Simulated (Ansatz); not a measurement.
# ClFGeH3Si radical: geometry optimisation

The task: find the minimum of ClFGeH3Si radical nearest to the start.

The runs use Ansatz 0.2.0; UKS PBE0-D4/def2-SVP.

## Step 1: The system as given

SMILES `[F][Ge]([SiH3])[Cl]`, 7 atoms, charge 0, spin multiplicity 2.

Atoms are counted from 1 here; the program's logs count them from 0.

Bond lengths: F1–Ge2 1.773 Å, Ge2–Si3 2.471 Å, Ge2–Cl4 2.204 Å, Si3–H5 1.502 Å, Si3–H6 1.501 Å, Si3–H7 1.502 Å. Angles: F1–Ge2–Si3 104.5°, F1–Ge2–Cl4 104.3°, Si3–Ge2–Cl4 105.1°, Ge2–Si3–H5 107.0°, Ge2–Si3–H6 107.5°, Ge2–Si3–H7 109.0°, H5–Si3–H6 110.8°, H5–Si3–H7 111.4°, H6–Si3–H7 111.1°.

Coordinates:

```xyz
7
charge 0, multiplicity 2
F    -0.1542   -2.3109    0.9346
Ge   -1.1109   -0.9372    0.3492
Si    0.5210    0.9041    0.1243
Cl   -1.6463   -1.4861   -1.7174
H    -0.1953    2.0457   -0.5378
H     0.9664    1.2854    1.5065
H     1.6806    0.4311   -0.7050
```

## Step 2: Relaxation

input.yaml reads:

```yaml
crystal:
  periodic: [false, false, false]
  atoms:
    - { symbol: F, position_ang: [-0.154202, -2.310891, 0.934634] }
    - { symbol: Ge, position_ang: [-1.110928, -0.937199, 0.349233] }
    - { symbol: Si, position_ang: [0.521008, 0.904089, 0.124254] }
    - { symbol: Cl, position_ang: [-1.646315, -1.486097, -1.717351] }
    - { symbol: H, position_ang: [-0.195316, 2.045692, -0.53784] }
    - { symbol: H, position_ang: [0.966435, 1.285352, 1.506505] }
    - { symbol: H, position_ang: [1.680618, 0.431054, -0.705034] }
magnetization:
  spin_polarized: true
  initial_magnetization: 1
basis:
  gaussian: { orbitals: def2-SVP }
hamiltonian:
  xc: pbe0
  dispersion: d4
output:
  forces: true
relax:
  f_tol: 0.003
  max_steps: 120
```

Command:

```bash
> ansatz run input.yaml --threads 1 --pin off --max-ram 2560MiB --backend cpu --events-out ev --progress --plain --runs-dir out
```

The log of the run:

```text
Warning: RAYON_NUM_THREADS=1 ignored (pool sized by the plan → 1); use --threads N
The last accepted step is kept in <dir> (removed where the run ends without a failure and the disk answers)
Engine: ansatz 0.2.0, x86_64-unknown-linux-gnu
Functional definition: PBE0
  parameter a = 0.25
  parameter kappa = 0.804
  parameter beta = 0.06672455060314922
  exchange = (1 - a)*pbe_x(kappa = kappa, mu = beta*pi^2/3) + a*exact_x
  correlation = pbe_c(beta = beta)
982 factors; integrals over basis functions are off by at most 3.0e-4 eV
mean field evaluation 1: about -79650.3249 eV, gradient 2.5e1 eV
mean field evaluation 2: about -79642.9711 eV, gradient 5.4e1 eV
mean field evaluation 4: about -79652.5603 eV, gradient 2.4e0 eV
mean field evaluation 8: about -79652.5952 eV, gradient 9.9e-2 eV
mean field evaluation 16: about -79652.5953 eV, gradient 1.1e-4 eV
mean field -79652.59532948 eV, -2927.1788878900 hartree, gradient 1.6e-5 eV, S^2 0.754132; 0 other end points of the search recorded, 0 dependent functions left out
the calculation of the forces begins
reference -79652.59535430 eV, -2927.1788888023 hartree; 38, 37 occupied and 59, 60 virtual orbitals, 982 factors
relax step   1: F+E_penalty+E_count = -79652.74604543 eV  Δ(F+E_penalty+E_count) = +0.000e0 eV  max|allowed force component| = 4.298e-1 eV/Å  Δτ_max = 0.0000 Å  (31 SCF iters, accepted)
these checks for a lower state are left out or cut short: starts, cluster_reference, orbital_swaps, neighbouring_geometries, increment
982 factors; integrals over basis functions are off by at most 2.8e-4 eV
mean field -79652.60839111 eV, -2927.1793678960 hartree, gradient 1.8e-5 eV, S^2 0.753624; 0 other end points of the search recorded, 0 dependent functions left out
the calculation of the forces begins
reference -79652.60841591 eV, -2927.1793688075 hartree; 38, 37 occupied and 59, 60 virtual orbitals, 982 factors
relax step   2: F+E_penalty+E_count = -79652.75934576 eV  Δ(F+E_penalty+E_count) = -1.330e-2 eV  max|allowed force component| = 3.482e-1 eV/Å  Δτ_max = 0.0573 Å  (32 SCF iters, accepted)
these checks for a lower state are left out or cut short: starts, cluster_reference, orbital_swaps, neighbouring_geometries, increment
982 factors; integrals over basis functions are off by at most 2.8e-4 eV
mean field -79652.61230956 eV, -2927.1795118966 hartree, gradient 8.3e-5 eV, S^2 0.753663; 0 other end points of the search recorded, 0 dependent functions left out
the calculation of the forces begins
reference -79652.61233437 eV, -2927.1795128082 hartree; 38, 37 occupied and 59, 60 virtual orbitals, 982 factors
relax step   3: F+E_penalty+E_count = -79652.76358881 eV  Δ(F+E_penalty+E_count) = -4.243e-3 eV  max|allowed force component| = 2.464e-1 eV/Å  Δτ_max = 0.0389 Å  (30 SCF iters, accepted)
these checks for a lower state are left out or cut short: starts, cluster_reference, orbital_swaps, neighbouring_geometries, increment
982 factors; integrals over basis functions are off by at most 2.8e-4 eV
mean field evaluation 32: about -79652.6029 eV, gradient 8.2e-1 eV
mean field -79652.61350804 eV, -2927.1795559398 hartree, gradient 7.7e-5 eV, S^2 0.753747; 0 other end points of the search recorded, 0 dependent functions left out
the calculation of the forces begins
reference -79652.61353289 eV, -2927.1795568532 hartree; 38, 37 occupied and 59, 60 virtual orbitals, 982 factors
relax step   4: F+E_penalty+E_count = -79652.76509115 eV  Δ(F+E_penalty+E_count) = -1.502e-3 eV  max|allowed force component| = 1.151e-1 eV/Å  Δτ_max = 0.0124 Å  (30 SCF iters, accepted)
these checks for a lower state are left out or cut short: starts, cluster_reference, orbital_swaps, neighbouring_geometries, increment
982 factors; integrals over basis functions are off by at most 2.8e-4 eV
mean field -79652.61426107 eV, -2927.1795836131 hartree, gradient 1.3e-5 eV, S^2 0.753696; 0 other end points of the search recorded, 0 dependent functions left out
the calculation of the forces begins
reference -79652.61428592 eV, -2927.1795845266 hartree; 38, 37 occupied and 59, 60 virtual orbitals, 982 factors
relax step   5: F+E_penalty+E_count = -79652.76567910 eV  Δ(F+E_penalty+E_count) = -5.880e-4 eV  max|allowed force component| = 1.852e-2 eV/Å  Δτ_max = 0.0071 Å  (29 SCF iters, accepted)
these checks for a lower state are left out or cut short: starts, cluster_reference, orbital_swaps, neighbouring_geometries, increment
982 factors; integrals over basis functions are off by at most 2.8e-4 eV
mean field -79652.61438589 eV, -2927.1795882003 hartree, gradient 2.6e-5 eV, S^2 0.753699; 0 other end points of the search recorded, 0 dependent functions left out
the calculation of the forces begins
reference -79652.61441076 eV, -2927.1795891141 hartree; 38, 37 occupied and 59, 60 virtual orbitals, 982 factors
relax step   6: F+E_penalty+E_count = -79652.76572849 eV  Δ(F+E_penalty+E_count) = -4.939e-5 eV  max|allowed force component| = 6.436e-3 eV/Å  Δτ_max = 0.0056 Å  (25 SCF iters, accepted)
these checks for a lower state are left out or cut short: starts, cluster_reference, orbital_swaps, neighbouring_geometries, increment
982 factors; integrals over basis functions are off by at most 2.8e-4 eV
mean field -79652.61444560 eV, -2927.1795903947 hartree, gradient 1.2e-5 eV, S^2 0.753703; 0 other end points of the search recorded, 0 dependent functions left out
the calculation of the forces begins
reference -79652.61447047 eV, -2927.1795913086 hartree; 38, 37 occupied and 59, 60 virtual orbitals, 982 factors
relax step   7: F+E_penalty+E_count = -79652.76574657 eV  Δ(F+E_penalty+E_count) = -1.808e-5 eV  max|allowed force component| = 3.414e-3 eV/Å  Δτ_max = 0.0043 Å  (25 SCF iters, accepted)
these checks for a lower state are left out or cut short: starts, cluster_reference, orbital_swaps, neighbouring_geometries, increment
982 factors; integrals over basis functions are off by at most 2.8e-4 eV
mean field -79652.61446803 eV, -2927.1795912188 hartree, gradient 3.1e-5 eV, S^2 0.753702; 0 other end points of the search recorded, 0 dependent functions left out
the calculation of the forces begins
reference -79652.61449290 eV, -2927.1795921328 hartree; 38, 37 occupied and 59, 60 virtual orbitals, 982 factors
relax step   8: F+E_penalty+E_count = -79652.76575144 eV  Δ(F+E_penalty+E_count) = -4.862e-6 eV  max|allowed force component| = 1.201e-3 eV/Å  Δτ_max = 0.0020 Å  (23 SCF iters, accepted)
982 factors; integrals over basis functions are off by at most 2.8e-4 eV
mean field evaluation 64: about -79652.5852 eV, gradient 2.2e0 eV
mean field -79652.61446803 eV, -2927.1795912188 hartree, gradient 3.1e-5 eV, S^2 0.753702; 1 other end points of the search recorded, 0 dependent functions left out
the calculation of the forces begins
reference -79652.61449290 eV, -2927.1795921328 hartree; 38, 37 occupied and 59, 60 virtual orbitals, 982 factors
Total energy: -79652.76577631 eV, -2927.1851516955 hartree
Atom 0 at    -0.186077    -2.304407     0.935440 Å, force    -0.000521     0.001041    -0.000152 eV/Å
Atom 1 at    -1.082940    -0.926019     0.334649 Å, force     0.001010     0.000140     0.000524 eV/Å
Atom 2 at     0.521368     0.898655     0.125516 Å, force    -0.001198    -0.001201    -0.000870 eV/Å
Atom 3 at    -1.622400    -1.481717    -1.700288 Å, force     0.000164    -0.000280    -0.000383 eV/Å
Atom 4 at    -0.207740     2.025344    -0.523292 Å, force    -0.000080     0.000269     0.000015 eV/Å
Atom 5 at     0.971946     1.280005     1.494495 Å, force     0.000825    -0.000387     0.000329 eV/Å
Atom 6 at     1.667142     0.440139    -0.712118 Å, force    -0.000200     0.000418     0.000537 eV/Å
Dipole moment:     0.043967     0.545198     0.169629 e Å
```

Wall time 2.8 min (1 thread of AMD EPYC (Zen 3), shared host); peak memory 0.33 GiB.

The steps of the relaxation:

| step | energy from step 1 (eV) | largest force component (eV/Å) |
| --- | --- | --- |
| 1 | 0.0000 | 0.4298 |
| 2 | -0.0133 | 0.3482 |
| 3 | -0.0175 | 0.2464 |
| 4 | -0.0190 | 0.1151 |
| 5 | -0.0196 | 0.0185 |
| 6 | -0.0197 | 0.0064 |
| 7 | -0.0197 | 0.0034 |
| 8 | -0.0197 | 0.0012 |

Distances of close pairs at the start and the end, largest changes first:

| bond | before (Å) | after (Å) | change (Å) |
| --- | --- | --- | --- |
| Ge2–Si3 | 2.471 | 2.439 | -0.032 |
| Ge2–Cl4 | 2.204 | 2.177 | -0.027 |
| F1–Ge2 | 1.773 | 1.751 | -0.023 |
| Si3–H5 | 1.502 | 1.491 | -0.011 |
| Si3–H6 | 1.501 | 1.491 | -0.011 |
| Si3–H7 | 1.502 | 1.492 | -0.011 |

## Step 3: Summary of results

```
             quantity      value
        energy gained  0.0197 eV
root mean square move    0.025 Å
        dipole moment     2.75 D
```

What this shows: Bond lengths: F1–Ge2 1.751 Å, Ge2–Si3 2.439 Å, Ge2–Cl4 2.177 Å, Si3–H5 1.491 Å, Si3–H6 1.491 Å, Si3–H7 1.492 Å. Angles: F1–Ge2–Si3 106.4°, F1–Ge2–Cl4 104.3°, Si3–Ge2–Cl4 105.9°, Ge2–Si3–H5 106.3°, Ge2–Si3–H6 108.1°, Ge2–Si3–H7 108.9°, H5–Si3–H6 110.7°, H5–Si3–H7 111.3°, H6–Si3–H7 111.2°. No frequencies were computed here.
